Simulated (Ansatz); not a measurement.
**CH5InO2 (SMILES [CH3][In]([OH])[OH]): RPA@PBE/def2-SVP (core potential)**

Aim: the electronic atomisation energy of CH5InO2 at RPA@PBE/def2-SVP (core potential), from 5 runs. 

The calculation is run with Ansatz 0.2.0.

57 further runs of the same task are left out: 1 that didn't finish, 56 set aside as unsound or not needed. Runs told in other sessions of the task aren't counted.

### Step 1. Starting point

CH5InO2: 9 atoms, total charge 0, spin state singlet. As SMILES, `[CH3][In]([OH])[OH]`. The coordinates come from a PBE0-D4/def2-TZVP relaxation. This is one conformer, not always the lowest.

Bond lengths: C1–In2 2.127 Å, In2–O3 1.981 Å, In2–O4 1.993 Å, C1–H5 1.090 Å, C1–H6 1.090 Å, C1–H7 1.089 Å, O3–H8 0.961 Å, O4–H9 0.959 Å. Some angles: C1–In2–O3 124.7°, C1–In2–O4 129.1°, O3–In2–O4 106.2°, In2–C1–H5 109.8°, In2–C1–H6 109.5°, In2–C1–H7 109.4°, In2–O3–H8 111.0°, In2–O4–H9 114.4°, H5–C1–H6 109.0°, H5–C1–H7 109.7°.

### Step 2. A single-point energy at RPA@PBE/def2-SVP (core potential)

molecule.yaml

```yaml
crystal:
  periodic: [false, false, false]
  atoms:
    - {symbol: C, position_ang: [-0.086600, 0.920200, -1.366200]}
    - {symbol: In, position_ang: [0.122900, -0.336100, 0.337800]}
    - {symbol: O, position_ang: [1.440800, -1.806000, 0.500900]}
    - {symbol: O, position_ang: [-0.898600, -0.312900, 2.048600]}
    - {symbol: H, position_ang: [-1.126400, 0.929200, -1.692800]}
    - {symbol: H, position_ang: [0.212100, 1.936300, -1.107700]}
    - {symbol: H, position_ang: [0.547500, 0.548900, -2.169800]}
    - {symbol: H, position_ang: [1.365500, -2.243400, 1.353100]}
    - {symbol: H, position_ang: [-1.577100, 0.363700, 2.096100]}
basis:
  gaussian:
    orbitals: def2-SVP
hamiltonian:
  xc: {name: PBE}
correlation:
  method: rpa
  frozen_orbitals: {C: 1, H: 0, In: 4, O: 1}
accuracy: high
```

On the command line:

```
ansatz run molecule.yaml --threads 1 --pin off --max-ram 3480MiB --events-out events.jsonl --progress --plain --runs-dir runs
```

The program printed:

```text
Warning: RAYON_NUM_THREADS=1 ignored (pool sized by the plan → 1); use --threads N
Functional definition: PBE
  name "PBE"
  parameter kappa = 0.804
  parameter beta = 0.06672455060314922
  exchange = pbe_x(kappa = kappa, mu = beta*pi^2/3)
  correlation = pbe_c(beta = beta)
2222 factors; integrals over basis functions are off by at most 2.0e-8 eV
mean field evaluation 1: about -10356.6792 eV, gradient 9.9e1 eV
mean field evaluation 2: about -10356.6702 eV, gradient 9.9e1 eV
mean field evaluation 4: about -10370.0355 eV, gradient 5.0e1 eV
mean field evaluation 8: about -10376.9282 eV, gradient 1.1e0 eV
mean field evaluation 16: about -10376.9277 eV, gradient 3.7e-5 eV
mean field evaluation 32: about -10323.6611 eV, gradient 7.4e1 eV
mean field -10376.92765648 eV, -381.3450576414 hartree, gradient 4.5e-8 eV, S^2 0.000000; 0 other end points of the search recorded, 0 dependent functions left out
7 core orbitals not correlated: weight in the atoms' cores, before any rotation towards them, 1.000 or more for the frozen orbitals, at most 0.000 for the correlated occupied ones
reference -10327.23289662 eV, -379.5188089009 hartree; 17, 17 occupied and 69, 69 virtual orbitals, 2222 factors
Total energy: -10353.87815858 eV, -380.4980042172 hartree
```

Wall time 13 s (1 thread of Arm Neoverse V2, shared host); peak memory 0.49 GiB.

### Step 3. The C atom at the same level

run.yaml

```yaml
basis:
  gaussian:
    orbitals: def2-SVP
crystal:
  periodic: [false, false, false]
  atoms:
    - symbol: C
      position_ang: [0.000000, 0.000000, 0.000000]
magnetization:
  spin_polarized: true
  initial_magnetization: 2
correlation:
  method: rpa
  frozen_orbitals: {C: 1}
hamiltonian:
  xc: pbe
accuracy: high
```

Run the same way, it converges to -37.77381 Eh (log not shown).

### Step 4. The H atom at the same level

in.yaml

```yaml
crystal:
  periodic: [false, false, false]
  atoms:
    - {symbol: H, position_ang: [0.000000, 0.000000, 0.000000]}
basis:
  gaussian:
    orbitals: def2-SVP
correlation:
  method: rpa
  frozen_orbitals: {H: 0}
hamiltonian:
  xc: {name: PBE}
magnetization:
  spin_polarized: true
  initial_magnetization: 1
accuracy: high
```

Run the same way, it converges to -0.51231 Eh (log not shown).

### Step 5. The In atom, same level

run.yaml

```yaml
crystal:
  periodic: [false, false, false]
  atoms:
    - {symbol: In, position_ang: [0.000000, 0.000000, 0.000000]}
basis:
  gaussian:
    orbitals: def2-SVP
accuracy: high
magnetization:
  spin_polarized: true
  initial_magnetization: 1
hamiltonian:
  xc: pbe
correlation:
  method: rpa
  frozen_orbitals: {In: 4}
```

Run the same way, it converges to -189.30800 Eh (log not shown).

### Step 6. The O atom at the same level

molecule.yaml

```yaml
crystal:
  periodic: [false, false, false]
  atoms:
    - {symbol: O, position_ang: [0.000000, 0.000000, 0.000000]}
basis:
  gaussian:
    orbitals: def2-SVP
magnetization:
  spin_polarized: true
  initial_magnetization: 2
hamiltonian:
  xc: pbe
correlation:
  method: rpa
  frozen_orbitals: {O: 1}
accuracy: high
```

Run the same way, it converges to -74.91012 Eh (log not shown).

### Step 7. Outcome

At RPA@PBE/def2-SVP (core potential), 7 core orbitals frozen:

```
                                  quantity          value
                    molecule: total energy  -380.49800 Eh
molecule: RPA correlation energy (valence)     -979.2 mEh
                      C atom: total energy   -37.77381 Eh
  C atom: RPA correlation energy (valence)     -130.5 mEh
 C atom: ⟨S²⟩ of the reference determinant          2.002
                      H atom: total energy    -0.51231 Eh
            H atom: RPA correlation energy      -13.0 mEh
 H atom: ⟨S²⟩ of the reference determinant          0.750
                     In atom: total energy  -189.30800 Eh
 In atom: RPA correlation energy (valence)     -113.2 mEh
In atom: ⟨S²⟩ of the reference determinant          0.752
                      O atom: total energy   -74.91012 Eh
  O atom: RPA correlation energy (valence)     -191.6 mEh
 O atom: ⟨S²⟩ of the reference determinant          2.002
             electronic atomisation energy      28.147 eV
```

**Reading.** Taking the molecule apart into free atoms costs 28.15 eV (2716 kJ/mol), before zero-point energy and without spin-orbit coupling.
